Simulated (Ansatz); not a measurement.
# SbS5: the cost of one run

Program: Ansatz 0.2.0. Level of theory: DFT PBE, scalar-relativistic, plane waves, PAW. These are calculated values, not measurements.

**1. Starting point**

Symmetry: R32, No. 155, trigonal system. Conventional cell: a = 6.024 Å, b = 6.024 Å, c = 17.017 Å, α = 90.00°, β = 90.00°, γ = 120.00°. Around Sb (site symmetry 32) lie 12 S at 3.47 to 3.48 Å. S (site symmetry 2) is surrounded by 10 S at 3.47 to 3.49 Å and 2 Sb at 3.47 Å. S (site symmetry 3) is surrounded by 9 S at 3.47 to 3.48 Å and 3 Sb at 3.48 Å.

Coordinates:

```xyz
6
Lattice="3.0120 1.7390 5.6723 -3.0120 1.7390 5.6723 0.0000 -3.4780 5.6723" Properties=species:S:1:pos:R:3 pbc="T T T"
Sb    0.0000    0.0000    8.5084
S     0.9994    1.7390    5.6723
S     0.0000    0.0000    2.8441
S    -2.0057   -0.0040    5.6723
S     1.0063   -1.7350    5.6723
S     0.0000    0.0000   14.1728
```

The cell is invented: species swapped into a database cell of Mg5Sn (R32, No. 155), with S on the Mg sites and Sb on the Sn sites. Lengths come from tabulated atomic sizes and are only a guess.

**2. The guess as it stands, on a coarse mesh**

The input, input.yaml:

```yaml
crystal:
  lattice:
    - [3.01203711, 1.73900044, 5.67229149]
    - [-3.01203711, 1.73900044, 5.67229149]
    - [0.0, -3.47800088, 5.67229149]
  atoms:
    - { symbol: Sb, position: [0.5, 0.5, 0.5] }
    - { symbol: S, position: [0.66590683, 0.33409317, 0.0] }
    - { symbol: S, position: [0.16713381, 0.16713381, 0.16713381] }
    - { symbol: S, position: [0.0, 0.66590683, 0.33409317] }
    - { symbol: S, position: [0.33409317, 0.0, 0.66590683] }
    - { symbol: S, position: [0.83286619, 0.83286619, 0.83286619] }
basis:
  ecutwfc: 420
kpoints:
  mp_grid: { grid: [3, 3, 3] }
hamiltonian:
  xc: pbe
scf:
  occupations: { method: gaussian, width: 0.1 }
  lower_state_search: "off"
output:
  forces: true
  stress: true
  eigenvalues: true
```

Run with:

```bash
$ ansatz run input.yaml --threads 1 --pin off --max-ram 2560MiB --backend cpu --events-out ev --progress --plain --runs-dir out
```

What time and memory should one allow on 1 thread of AMD EPYC (Zen 3), shared host?

About 8.4 s, with a peak of 0.38 GiB.
